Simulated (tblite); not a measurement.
# C5H13NSSi2: the cost of one run

Computed with tblite 0.8.0 and PySCF 2.14.0, with density-fitted response routines of our own, on a single molecule in the gas phase. Atoms count from 0, in the outputs and in this text.

### Step 1. The molecule as given

22 atoms, charge 0, multiplicity 1; geometry from: force field or distance geometry start.

Bonds of the start (Å): C0–C1 1.24, C1–Si2 1.81, Si2–S3 2.16, S3–Si4 2.17, Si4–C5 1.84, Si4–C6 1.87, Si4–N7 1.76, N7–C8 1.45, C0–H9 1.05, Si2–H10 1.47, Si2–H11 1.48, C5–H12 1.12, C5–H13 1.11, C5–H14 1.09, C6–H15 1.11, C6–H16 1.09, C6–H17 1.12, N7–H18 1.07, C8–H19 1.12, C8–H20 1.12, C8–H21 1.08.

### Step 2. Geometry optimisation with GFN2-xTB

What the job is given:

```
{"job": {"kind": "relax", "xc": "GFN2-xTB", "basis": "xTB"}, "charge": 0, "multiplicity": 1}
C      4.185000     0.212300     1.167400
C      3.465400     0.743700     0.315300
Si     2.418200     1.508300    -0.948900
S      0.501600     1.895100    -0.039700
Si    -0.757400     0.130600    -0.176300
C      0.109600    -1.226800     0.723500
C     -0.938000    -0.316500    -1.986700
N     -2.346900     0.555400     0.442700
C     -2.807300    -0.327300     1.499000
H      4.795100    -0.228900     1.905000
H      3.015200     2.759200    -1.441000
H      2.306400     0.553500    -2.075900
H      0.675600    -1.825300    -0.032300
H      0.877200    -0.754900     1.378000
H     -0.538800    -1.912200     1.270500
H     -0.289000     0.344800    -2.598600
H     -0.656900    -1.360800    -2.147400
H     -1.996000    -0.094300    -2.296600
H     -3.067400     0.516900    -0.342600
H     -3.482100    -1.130500     1.101900
H     -3.466900     0.298800     2.160200
H     -2.013000    -0.722500     2.121700
```

Run with:

```console
> OMP_NUM_THREADS=1 python probes_run.py task.json out
```

One launch serves the whole session: the jobs run in the order shown.

Q: Estimate the wall time of this first job on 1 thread of Arm Neoverse N1, shared host.

About 4 s.
